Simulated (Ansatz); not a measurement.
# YF: the cost of one run

Program: Ansatz 0.2.0. Level of theory: DFT PBE, scalar-relativistic, plane waves, PAW. These are calculated values, not measurements.

1 further run of the same task is left out (it didn't finish).

**1. The structure to begin with**

It takes space group P4/nmm (No. 129, tetragonal). The conventional cell has a = 3.914 Å, b = 3.914 Å, c = 5.536 Å, α = 90.00°, β = 90.00°, γ = 90.00°. Y (site symmetry 4mm) has 4 F at 2.40 Å as nearest neighbours. F (site symmetry -4m2) is surrounded by 4 Y at 2.40 Å.

Structure file:

```cif
data_structure
_symmetry_space_group_name_H-M 'P4/nmm:1'
_symmetry_Int_Tables_number 129
_cell_length_a 3.9143
_cell_length_b 3.9143
_cell_length_c 5.5356
_cell_angle_alpha 90.000
_cell_angle_beta 90.000
_cell_angle_gamma 90.000
_cell_volume 84.81
loop_
_atom_site_label
_atom_site_type_symbol
_atom_site_symmetry_multiplicity
_atom_site_Wyckoff_symbol
_atom_site_fract_x
_atom_site_fract_y
_atom_site_fract_z
_atom_site_occupancy
Y1 Y 2 c 0.50000 0.00000 0.75000 1
F1 F 2 a 0.00000 0.00000 0.00000 1
```

The cell is invented: ordered vacancies on the anion sites of fluorite (P4/nmm, No. 129). Its size is a rough estimate.

**2. A first look at the guess**

The input, input.yaml:

```yaml
crystal:
  lattice:
    - [3.91428461, 0.0, 0.0]
    - [0.0, 3.91428461, 0.0]
    - [0.0, 0.0, 5.53563438]
  atoms:
    - { symbol: "Y", position: [0.5, 0.0, 0.75] }
    - { symbol: "Y", position: [0.0, 0.5, 0.25] }
    - { symbol: F, position: [0.0, 0.0, 0.0] }
    - { symbol: F, position: [0.5, 0.5, 0.0] }
basis:
  ecutwfc: 420
kpoints:
  mp_grid: { grid: [4, 4, 4] }
hamiltonian:
  xc: pbe
scf:
  occupations: { method: gaussian, width: 0.1 }
  lower_state_search: "off"
output:
  forces: true
  stress: true
  eigenvalues: true
```

The run is started by

```bash
$ ansatz run input.yaml --threads 1 --pin off --max-ram 2048MiB --backend cpu --events-out ev --progress --plain --runs-dir out
```

Q: Estimate wall time and peak memory on 1 thread of Arm Neoverse V2, shared host.

About 1.7 s, with a peak of 0.32 GiB.
